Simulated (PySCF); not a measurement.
# C3H3BO3: the cost of one run

The runs use PySCF 2.14.0, with density-fitted response routines of our own; the level of theory stands in each step. All values are computed, except where a source is named. Atoms count from 0, in the outputs and in this text.

### 1 The starting structure

10 atoms, charge 0, multiplicity 1; geometry from: GFN2-xTB. The atoms were then displaced at random by about 0.01 Å, so the start is not that level's minimum.

Bonds of the start (Å): O0–C1 1.20, C1–C2 1.41, C2–C3 1.26, C3–B4 1.50, B4–O5 1.34, B4–O6 1.36, C1–H7 1.11, O5–H8 0.96, O6–H9 0.95.

### 2 Relaxing the molecule at PBE0-D3(BJ)/def2-SVP

The job: settings as JSON, then the geometry in Å.

```
{"job": {"xc": "PBE0", "basis": "def2-SVP", "d3": "d3bj", "grid": 1, "shake": 0.01, "kind": "geom"}, "charge": 0, "multiplicity": 1}
O     -3.521880    -0.948190    -0.331090
C     -2.756360    -0.353930    -1.037080
C     -1.379890    -0.181050    -0.776670
C     -0.144550    -0.023530    -0.561910
B      1.318840     0.158250    -0.296180
O      2.155520    -0.785100    -0.747950
O      1.700010     1.272520     0.391210
H     -3.034310     0.124200    -2.001700
H      3.093310    -0.673860    -0.556520
H      2.619750     1.389750     0.585810
```

Started as:

```
$ OMP_NUM_THREADS=1 python probes_run.py task.json out
```

This one command runs all jobs of the session in turn.

Q: Estimate the wall time and peak memory of this first job on 1 thread of Arm Neoverse V1, shared host.

About 62 s, with a peak of 0.44 GiB.
